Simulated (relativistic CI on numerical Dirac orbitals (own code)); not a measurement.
**Xe³⁹⁺: how the levels respond to the fine-structure constant and the nuclear radius**

Aim: the factor q = dE/dx of each excitation energy, x = (α/α0)² − 1, by finite differences, and the field-shift factor by the mean square nuclear radius, for the lowest 30 levels.

Method: Dirac-Coulomb-Breit CI, KLI orbitals optimised for each configuration, derivatives by finite differences. Code: relativistic CI on numerical Dirac orbitals (own code) version 4.

## Step 1: The atom as given

```
ion                 : Xe³⁹⁺ (Xe XL)
nuclear charge      : 54
electrons           : 15
isotope             : A = 132
first configuration : [Ne] 3s2 3p3
```

The outer shells:

[Ne] 3s2 3p3
```
[Ne] core
3s [↑↓]
3p [↑ ][↑ ][↑ ]
```

## Step 2: The run

Settings, as recorded:

```ini
atom Xe  Z=54  charge=39  electrons=15
nucleus A=132  rms_radius_fm=4.7859
hamiltonian dirac-coulomb  breit=on  qed=off  c_scale=1
orbitals kli  potential=per-configuration
slater_scale 1
correlation none
mixing on
configurations
  [Ne] 3s2 3p3
  [Ne] 3s 3p4
  [Ne] 3s2 3p2 3d
  [Ne] 3p5
  [Ne] 3s 3p3 3d
  [Ne] 3p4 3d
  [Ne] 3s2 3p 3d2
  [Ne] 3s2 3d3
  [Ne] 3s 3p 3d3
  [Ne] 3p3 3d2
  [Ne] 3p2 3d3
end
derivatives alpha2 +-0.01 radius +-1%
```

Started as:

```
python run_levels.py task.json out
```

The settings of every run stand in task.json; they run in order.

Before running it: what results should come out? Wanted: lowest level; largest q in size, lowest 30 levels; largest K in size within the lowest configuration; largest field-shift factor among them.

As calculated:

| quantity | value |
| --- | --- |
| lowest level | 3p3 [3p3/2] J=3/2° |
| largest q in size, lowest 30 levels | 1.564e+06 cm⁻¹ (3p2 3d [3p3/2^2 3d5/2] J=7/2) |
| largest K in size within the lowest configuration | 2.44 (3p3 [3p1/2 3p3/2^2] J=3/2°) |
| largest field-shift factor among them | -787 GHz/fm² (3s 3p4 [3s 3p3/2^2] J=1/2) |

Among these levels the largest q belongs to 3p2 3d [3p3/2^2 3d5/2] J=7/2, a change of configuration. K = 2q/E, the relative sensitivity of a level, hangs on the computed energy: between configurations that lie close it can be off by a factor of several. NIST names this ground level 4S°3/2; the leading computed term differs because terms mix.
